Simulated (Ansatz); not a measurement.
# AsGeH₅S₂: how energies converge with the basis set

An exercise on one series of results from a longer session: the logs are not shown, and one member is left open.

The runs use Ansatz 0.2.0, Gaussian basis; one geometry, several basis sets.

Levels to be run: PBE0-D4/def2-SVP; ωB97M-V/def2-SVP; PBE0-D4/def2-QZVPP; ωB97M-V/def2-QZVPP; the functionals' def2-TZVPP values are taken from earlier runs.

### The relaxed structure

All runs share one geometry, relaxed beforehand with PBE0-D4 in a triple-zeta def2 set.

9 atoms, charge 0, spin multiplicity 1.

Atoms are counted from 1 here; the program's logs count them from 0.

Bond lengths: Ge1–S2 2.232 Å, Ge1–H5 1.536 Å, Ge1–H6 1.537 Å, Ge1–H7 1.534 Å, S2–S3 2.060 Å, S3–As4 2.254 Å, As4–H8 1.525 Å, As4–H9 1.526 Å. Angles: S2–Ge1–H5 108.1°, S2–Ge1–H6 106.6°, S2–Ge1–H7 108.9°, H5–Ge1–H6 111.1°, H5–Ge1–H7 110.5°, H6–Ge1–H7 111.4°, Ge1–S2–S3 98.8°, S2–S3–As4 101.3°, S3–As4–H8 93.5°, S3–As4–H9 96.2°, H8–As4–H9 91.7°.

Set-up of the first run:

Input file in.yaml:

```yaml
crystal:
  periodic: [false, false, false]
  atoms:
    - {symbol: Ge, position_ang: [-0.532815, 1.348551, -1.312121]}
    - {symbol: S, position_ang: [0.646223, 1.489780, 0.578344]}
    - {symbol: S, position_ang: [1.485888, -0.390769, 0.567227]}
    - {symbol: As, position_ang: [-0.120483, -1.599438, 1.585950]}
    - {symbol: H, position_ang: [-1.527719, 0.186994, -1.168811]}
    - {symbol: H, position_ang: [-1.266785, 2.689540, -1.472640]}
    - {symbol: H, position_ang: [0.428132, 1.093303, -2.480400]}
    - {symbol: H, position_ang: [0.268830, -2.890470, 0.872888]}
    - {symbol: H, position_ang: [0.707230, -1.973692, 2.812464]}
basis:
  gaussian: {orbitals: def2-SVP}
hamiltonian: {xc: pbe0, dispersion: d4}
output: {orbitals: {seedname: orbitals}}
```

Steps of the session up to this table: PBE0-D4 in def2-SVP; ωB97M-V in def2-SVP; PBE0-D4 in def2-QZVPP; ωB97M-V in def2-QZVPP.

One of the session's tables, all rows but one given; the rest of the session is left out.

It belongs to the step «Density functionals: the series». 

| functional | basis | HOMO (eV) |
| --- | --- | --- |
| PBE0-D4 | def2-SVP | -6.95 |
| PBE0-D4 | def2-TZVPP | ? |
| PBE0-D4 | def2-QZVPP | -7.00 |
| ωB97M-V | def2-SVP | -8.98 |
| ωB97M-V | def2-TZVPP | -9.05 |
| ωB97M-V | def2-QZVPP | -9.07 |

Q: Estimate the row for PBE0-D4, def2-TZVPP from the others.

**Answer.** HOMO (eV): -6.98. In the column «HOMO (eV)» it lies between PBE0-D4, def2-QZVPP (-7.00) and PBE0-D4, def2-SVP (-6.95).
